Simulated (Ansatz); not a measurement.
# CBGe: the cost of one run

Computed with Ansatz 0.2.0, Gaussian basis. Level: cc-pVTZ, core rule «outside noble gas», up to 16 orbitals frozen.

To be run: UHF; CCSD(T) on ROHF; CCSD(T) on UHF; BCCD(T) on ROHF; CCSDT(Q) on ROHF; CCSDT(Q) on UHF; CASSCF and NEVPT2, 10 electrons in 12 orbitals.

5 further runs of the same task are left out: 5 set aside as unsound or not needed.

### Step 1. The geometry

The geometry is a PBE0/def2-TZVP stationary point (not a proven minimum) of the parent state, kept for this charge and spin. No spin-orbit coupling is included. The filled d shell of Ge may be among the frozen orbitals whatever the setting's name suggests; the logs give the count.

3 atoms, charge 1, spin multiplicity 3.

Atoms are counted from 1 here; the program's logs count them from 0.

Bond lengths: B1–Ge2 1.965 Å, Ge2–C3 1.915 Å. Angles: B1–Ge2–C3 109.9°.

### Step 2. UHF

in.yaml reads:

```yaml
crystal:
  periodic: [false, false, false]
  atoms:
    - {symbol: B, position_ang: [0.000000, -0.942503, 1.578277]}
    - {symbol: Ge, position_ang: [0.000000, 0.265030, 0.028430]}
    - {symbol: C, position_ang: [0.000000, -0.754527, -1.592575]}
basis:
  gaussian: {orbitals: cc-pVTZ}
total_charge: 1
magnetization: {spin_polarized: true, initial_magnetization: 2}
hamiltonian: {xc: hf}
output: {orbitals: {seedname: orbitals}}
```

Run with:

```
$ ansatz run in.yaml --threads 1 --pin off --events-out ev --progress --plain --max-ram 4096MiB --backend cpu
```

What time and memory should one allow on 1 thread of AMD EPYC 7R13, shared host?

About 30 s, with a peak of 0.33 GiB.
